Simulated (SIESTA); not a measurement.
Input of a SIESTA 5.4.2 run:

The input CsLiCr2Te2S3.fdf:

```
SystemName                      CsLiCr2Te2S3
SystemLabel                     CsLiCr2Te2S3
NumberOfSpecies                 5
NumberOfAtoms                   9
%block ChemicalSpeciesLabel
  1  55 Cs
  2   3 Li
  3  24 Cr
  4  52 Te
  5  16 S
%endblock ChemicalSpeciesLabel

LatticeConstant                 1.0 Ang
%block LatticeVectors
     3.4216200000    -5.1806900000     0.0078400000
     3.4216200000     5.1806900000     0.0078400000
    -2.9041100000     0.0000000000     7.4309300000
%endblock LatticeVectors
AtomicCoordinatesFormat         Fractional
%block AtomicCoordinatesAndAtomicSpecies
     0.0937400000     0.0937400000     0.0085300000  1  Cs
     0.5887500000     0.5887500000     0.5533600000  2  Li
     0.0564600000     0.4675500000     0.5579000000  3  Cr
     0.4675500000     0.0564600000     0.5579000000  3  Cr
     0.5648600000     0.8735700000     0.2903500000  4  Te
     0.8735700000     0.5648600000     0.2903500000  4  Te
     0.8115100000     0.3969700000     0.7334700000  5  S
     0.3969700000     0.8115100000     0.7334700000  5  S
     0.2140400000     0.2140400000     0.4837100000  5  S
%endblock AtomicCoordinatesAndAtomicSpecies

%block kgrid.MonkhorstPack
    5   0   0  0.0
    0   5   0  0.0
    0   0   4  0.0
%endblock kgrid.MonkhorstPack
XC.Functional                   GGA
XC.Authors                      RPBE
PAO.BasisSize                   DZP
PAO.EnergyShift                 0.003 Ry
Mesh.Cutoff                     800 Ry
Spin                            polarized
%block DM.InitSpin
    1   0.000
    2   0.000
    3   3.000
    4   3.000
    5   0.000
    6   0.000
    7   0.000
    8   0.000
    9   0.000
%endblock DM.InitSpin
OccupationFunction              FD
ElectronicTemperature           0.05 eV
MaxSCFIterations                200
SCF.MustConverge                false
SCF.Mixer.Method                Pulay
SCF.Mixer.Weight                0.1
SCF.Mixer.History               10
SCF.DM.Tolerance                5.0e-05
SCF.H.Tolerance                 1.0e-03 eV
WriteForces                     true
Charge.Mulliken                 end
BandLinesScale                  ReciprocalLatticeVectors
%block BandLines
    1    0.000000   0.000000   0.000000  \Gamma
   11   -0.359051  -0.359051   0.092014  Y
    4   -0.410671  -0.410671   0.424626  F
    6   -0.307432  -0.307432   0.759402  H
    9    0.000000   0.000000   0.500000  Z
   10   -0.500000   0.500000   0.500000  I
    3   -0.589329   0.410671   0.575374  F1
    1   -0.692568   0.307432   0.240598  H1
    4   -0.640949   0.359051  -0.092014  Y1
    5   -0.500000   0.500000   0.000000  X
   10    0.000000   0.000000   0.000000  \Gamma
    9   -0.500000   0.000000   0.000000  N
    1   -0.500000   0.000000   0.500000  M
   10    0.000000   0.000000   0.000000  \Gamma
%endblock BandLines
%block PAO.PolarizationScheme
  Li non-perturbative
%endblock PAO.PolarizationScheme
%block PAO.Basis
  Cs 5
  n=5 0 2
    4.687 0.000
  n=6 0 2
    9.500 0.000
  n=5 1 2
    5.715 0.000
  n=6 1 1
    9.500
  n=5 2 1
    7.000
  Li 3
  n=1 0 2
    2.777 0.000
  n=2 0 2
    9.500 0.000
  n=2 1 1
    9.500
  Cr 5
  n=3 0 2
    2.879 0.000
  n=4 0 2
    8.844 0.000
  n=3 1 2
    3.260 0.000
  n=4 1 1
    8.844
  n=3 2 2
    6.355 0.000
  Te 4
  n=5 0 2
    5.635 0.000
  n=5 1 2
    7.356 0.000
  n=4 2 2
    3.260 0.000
  n=5 2 1
    7.356
%endblock PAO.Basis
Diag.ParallelOverK              true
```

Potentials or basis: PseudoDojo 0.4 standard (PBE files), DZP (energy shift 0.003 Ry; two zetas on semicore shells; d shell added on Cs).

Launch:

```bash
$ mpirun -n 4 siesta CsLiCr2Te2S3.fdf > CsLiCr2Te2S3.out 2>&1
```

**Question.** What does it give for the pressure?

**Answer.** 2.1 GPa.

**Question.** Estimate the band gap on the k mesh.

**Answer.** None (metal or under the smearing width).

**Question.** Predict the net moment.

**Answer.** 4.02 μB per cell.

Forces in eV/Å, atoms in the order of the input:
```
Cs   0.040  0.000 -0.016
Li   0.061  0.000  0.039
Cr  -0.081 -0.110  0.162
Cr  -0.081  0.110  0.162
Te   0.063 -0.008 -0.385
Te   0.063  0.008 -0.385
S    0.002  0.068  0.272
S    0.002 -0.068  0.272
S   -0.069  0.000 -0.122
```

Caveat: the potentials were made for another functional, which shifts forces and pressure; spin-orbit coupling is left out, which moves the levels of the heavy elements; the basis of atomic orbitals isn't converged, which shifts pressures, moduli and gaps; only a ferromagnetic start was run, and an antiferromagnetic order may lie lower in energy. With open d or f shells a metallic result of RPBE can be an artefact of self-interaction; +U or a hybrid may open a gap.
